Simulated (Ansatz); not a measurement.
Runs of Ansatz 0.2.0 on HfIn4SiO6. Symmetry: P312, No. 149, trigonal system. The conventional cell has a = 5.277 Å, b = 5.277 Å, c = 10.559 Å, α = 90.00°, β = 90.00°, γ = 120.00°. Hf (site symmetry 32) is surrounded by 6 O at 2.10 Å. In (site symmetry 3) is surrounded by 3 O at 2.62 Å. In (site symmetry 3) is surrounded by 3 O at 2.32 Å. Around Si (site symmetry 32) lie 6 O at 1.83 Å. Around O (site symmetry 1) lie 1 Si at 1.83 Å and 1 Hf at 2.10 Å. The cell was built by a generator and needn't be a form met in nature.

| task | level | spin | cell | k mesh | cutoff (eV) | points for each segment of the path | mesh quality | gap on the mesh (eV) | pressure (GPa) | largest force (eV/Å) |
| --- | --- | --- | --- | --- | --- | --- | --- | --- | --- | --- |
| single point | r2SCAN0 | off | as given | 3 × 3 × 1 | 500 | - | coarse | (b) | -4.4 | 0.57 |
| relaxation of cell and atoms | PBEsol+D3(BJ) | off | relaxed | 4 × 4 × 2 | 420 | - | not flagged | none | 0.0 | - |
| single point | r2SCANh | off | as given | 3 × 3 × 1 | 500 | - | coarse | 0.33 | -3.5 | 0.44 |
| single point | PBE0 | off | as given | 3 × 3 × 1 | 420 | - | coarse | (a) | -2.7 | 0.42 |
| band structure | r2SCAN | SOC, no magnetisation | as given | 4 × 4 × 2 | 500 | 10 | not flagged | - | -3.1 | 0.28 |

Alike in all rows: potentials or basis Ansatz PAW; smearing fermi-dirac 0.05 eV.

Problem. Fill in the values left out.

Solution. (a) 0.87; (b) 0.84.

Caveats: some runs use coarse meshes; the PAW data sets come from PBE, with cores solved anew for the run's functional, which leaves a small shift of forces and pressure; odd divisions of the mesh miss points on the zone boundary, where band edges often lie, so the gap on the mesh can be too wide (some runs); spin-orbit coupling is left out, which moves the levels of the heavy elements (some runs); the thresholds are loose for stress (some runs); the plane-wave basis is chosen anew once the cell has moved, so the energies of steps on either side of that aren't comparable (some runs); pairwise dispersion overbinds metals, which lowers pressure and volume (some runs).

A k mesh can miss the band edges, and rows without SOC leave out spin-orbit coupling on Hf, In.

A gap of «none» marks a metal or a gap under the smearing width.

Runs at the PBE level aren't shown here.
